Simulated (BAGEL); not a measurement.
**BH2BrF− (SMILES F[BH2-]Br): HF/def2-SVPD (density fitting with qzvpp-jkfit)**

What is the vertical ionisation energy of BH2BrF− at HF/def2-SVPD (density fitting with qzvpp-jkfit)? 

Program for the calculation: BAGEL 1.2.2.

6 further runs of the same task are left out: 5 that didn't finish, 1 set aside as unsound or not needed.

**1. The structure to begin with**

BH2BrF−: 5 atoms, total charge -1, spin state singlet. SMILES: `F[BH2-]Br`. Geometry: relaxed at GFN2-xTB.

Bond lengths: F1–B2 1.400 Å, B2–Br3 2.042 Å, B2–H4 1.212 Å, B2–H5 1.212 Å. Angles: F1–B2–Br3 108.4°, F1–B2–H4 110.3°, F1–B2–H5 110.4°, Br3–B2–H4 107.2°, Br3–B2–H5 107.1°, H4–B2–H5 113.2°.

**2. A single-point energy at HF/def2-SVPD (density fitting with qzvpp-jkfit)**

job.json

```json
{ "bagel": [

{
  "title": "molecule",
  "basis": "def2-svpd.json",
  "df_basis": "qzvpp-jkfit",
  "angstrom": true,
  "geometry": [
    { "atom": "F", "xyz": [      -0.683800,      -0.270840,       1.225160 ] },
    { "atom": "B", "xyz": [      -0.162710,       0.075960,      -0.027450 ] },
    { "atom": "Br", "xyz": [       1.752980,      -0.621580,      -0.142400 ] },
    { "atom": "H", "xyz": [      -0.113890,       1.281320,      -0.144390 ] },
    { "atom": "H", "xyz": [      -0.792580,      -0.464860,      -0.910920 ] }
  ]
},

{
  "title": "hf",
  "charge": -1
},

{
  "title": "print",
  "file": "orbitals.molden",
  "orbitals": true
}

]}
```

The basis set def2-SVPD is read from a file made from the Basis Set Exchange's data (not shown).

Command:

```
BAGEL_NUM_THREADS=1 BAGEL job.json > job.out
```

What it wrote:

```text
* using 1 threads per process

  ===============================================================
  ===============================================================

  *** Geometry ***

  { "atom" : "F", "xyz" : [     -1.292195,     -0.511813,      2.315217 ] },
  { "atom" : "B", "xyz" : [     -0.307477,      0.143544,     -0.051873 ] },
  { "atom" : "Br", "xyz" : [      3.312652,     -1.174616,     -0.269097 ] },
  { "atom" : "H", "xyz" : [     -0.215221,      2.421344,     -0.272858 ] },
  { "atom" : "H", "xyz" : [     -1.497759,     -0.878458,     -1.721389 ] },

  Number of auxiliary basis functions:      454

  Since a DF basis is specified, we compute 2- and 3-index integrals:
    o Being stored without compression. Storage requirement is 0.036 GB

  Number of basis functions:      100
  Number of electrons      :       51

    * METHOD: MOLECULE                             0.41

  *** RHF ***

  === Nuclear Repulsion ===
   144.5103027605

      * DIIS with orbital gradients will be used.

  === RHF iteration (def2-svpd.json) ===
      0      -2697.18669213          0.01952170           0.11
      1      -2697.32838128          0.01410078           0.11
      2      -2697.41657182          0.00144231           0.10
      3      -2697.41794978          0.00049275           0.14
      4      -2697.41808149          0.00010289           0.10
      5      -2697.41809134          0.00002851           0.10
      6      -2697.41809232          0.00000960           0.10
      7      -2697.41809241          0.00000249           0.10
      8      -2697.41809242          0.00000099           0.10
      9      -2697.41809242          0.00000032           0.10
     10      -2697.41809242          0.00000008           0.10
     11      -2697.41809242          0.00000003           0.10
     12      -2697.41809242          0.00000001           0.10
     13      -2697.41809242          0.00000000           0.10
    * SCF iteration converged.

    * Permanent dipole moment:
           (   -0.902906,     0.293757,     0.132763) a.u.

    * METHOD: HF                                   1.83

    * METHOD: PRINT                                0.03

  ===============================================================
```

It took 2.5 s on 1 thread of Intel Xeon Platinum 8259CL at 2.50GHz (Skylake/Cascade Lake), shared host; peak memory 0.13 GiB.

**3. Doublet neutral BH2BrF at the same level**

input.json

```json
{ "bagel" : [

{
  "title" : "molecule",
  "basis" : "def2-svpd.json",
  "df_basis" : "qzvpp-jkfit",
  "angstrom" : "true",
  "geometry" : [
    { "atom" : "F", "xyz" : [   -0.683800,   -0.270840,    1.225160 ] },
    { "atom" : "B", "xyz" : [   -0.162710,    0.075960,   -0.027450 ] },
    { "atom" : "Br", "xyz" : [    1.752980,   -0.621580,   -0.142400 ] },
    { "atom" : "H", "xyz" : [   -0.113890,    1.281320,   -0.144390 ] },
    { "atom" : "H", "xyz" : [   -0.792580,   -0.464860,   -0.910920 ] }
  ]
},
{ "title" : "uhf", "nopen" : 1 },
{ "title" : "print", "file" : "orbitals.molden", "orbitals" : "true" }

]}
```

The basis set def2-SVPD is read from a file made from the Basis Set Exchange's data (not shown).

Command:

```
BAGEL_NUM_THREADS=1 BAGEL input.json > input.out
```

What it wrote:

```text
* using 1 threads per process

  ===============================================================
  ===============================================================

  *** Geometry ***

  { "atom" : "F", "xyz" : [     -1.292195,     -0.511813,      2.315217 ] },
  { "atom" : "B", "xyz" : [     -0.307477,      0.143544,     -0.051873 ] },
  { "atom" : "Br", "xyz" : [      3.312652,     -1.174616,     -0.269097 ] },
  { "atom" : "H", "xyz" : [     -0.215221,      2.421344,     -0.272858 ] },
  { "atom" : "H", "xyz" : [     -1.497759,     -0.878458,     -1.721389 ] },

  Number of auxiliary basis functions:      454

  Since a DF basis is specified, we compute 2- and 3-index integrals:
    o Being stored without compression. Storage requirement is 0.036 GB

  Number of basis functions:      100
  Number of electrons      :       51

    * METHOD: MOLECULE                             0.32

  *** Open-shell HF ***

  === Nuclear Repulsion ===
   144.5103027605

      * DIIS with orbital gradients will be used.

  === UHF iteration (def2-svpd.json) ===
      0      -2697.04133755          0.03720588           0.21
      1      -2697.15599471          0.02985461           0.21
      2      -2697.21451977          0.01863040           0.21
      3      -2697.26123077          0.00168849           0.20
      4      -2697.26409991          0.00128601           0.20
      5      -2697.26573431          0.00118240           0.20
      6      -2697.26895799          0.00100777           0.20
      7      -2697.27265702          0.00113651           0.24
      8      -2697.27163612          0.00092989           0.21
      9      -2697.27301954          0.00008689           0.25
     10      -2697.27303066          0.00002271           0.21
     11      -2697.27303332          0.00002605           0.19
     12      -2697.27303457          0.00000466           0.19
     13      -2697.27303484          0.00000266           0.26
     14      -2697.27303495          0.00000159           0.25
     15      -2697.27303498          0.00000102           0.20
     16      -2697.27303498          0.00000069           0.20
     17      -2697.27303498          0.00000056           0.20
     18      -2697.27303499          0.00000042           0.20
     19      -2697.27303499          0.00000026           0.20
     20      -2697.27303499          0.00000021           0.25
     21      -2697.27303499          0.00000020           0.29
     22      -2697.27303499          0.00000018           0.27
     23      -2697.27303499          0.00000017           0.23
     24      -2697.27303499          0.00000015           0.23
     25      -2697.27303499          0.00000012           0.26
     26      -2697.27303499          0.00000009           0.27
     27      -2697.27303499          0.00000008           0.27
     28      -2697.27303499          0.00000006           0.28
     29      -2697.27303499          0.00000004           0.26
     30      -2697.27303499          0.00000003           0.21
     31      -2697.27303499          0.00000003           0.20
     32      -2697.27303499          0.00000002           0.20
     33      -2697.27303499          0.00000002           0.19
     34      -2697.27303499          0.00000002           0.19
     35      -2697.27303499          0.00000001           0.20
     36      -2697.27303499          0.00000001           0.24
     37      -2697.27303499          0.00000001           0.23
     38      -2697.27303499          0.00000001           0.26
     39      -2697.27303499          0.00000001           0.19
    * SCF iteration converged.

    * S^2 (UHF) is 0.7605

    * Permanent dipole moment:
           (   -1.341836,     0.261491,     0.596928) a.u.

    * METHOD: UHF                                  9.33

    * METHOD: PRINT                                0.02

  ===============================================================
```

Wall time 10 s (1 thread of Intel Xeon Platinum 8259CL at 2.50GHz (Skylake/Cascade Lake), shared host); peak memory 0.13 GiB.

**4. Results**

At HF/def2-SVPD (density fitting with qzvpp-jkfit):

| quantity | value |
| --- | --- |
| singlet BH2BrF−: total energy | -2697.41809 Eh |
| singlet BH2BrF−: HOMO energy | -5.02 eV |
| singlet BH2BrF−: LUMO energy | 5.71 eV |
| singlet BH2BrF−: HOMO–LUMO gap (to an unbound level, set by the basis) | 10.72 eV |
| doublet neutral BH2BrF: total energy | -2697.27303 Eh |
| doublet neutral BH2BrF: dipole moment | 3.79 D |
| doublet neutral BH2BrF: ⟨S²⟩ | 0.760 |
| vertical detachment energy (to the doublet neutral) | 3.947 eV |

The vertical ionisation energy comes to 3.95 eV (91 kcal/mol). −ε(HOMO) before ionisation, 5.02 eV, is 1.07 eV above this ionisation energy.
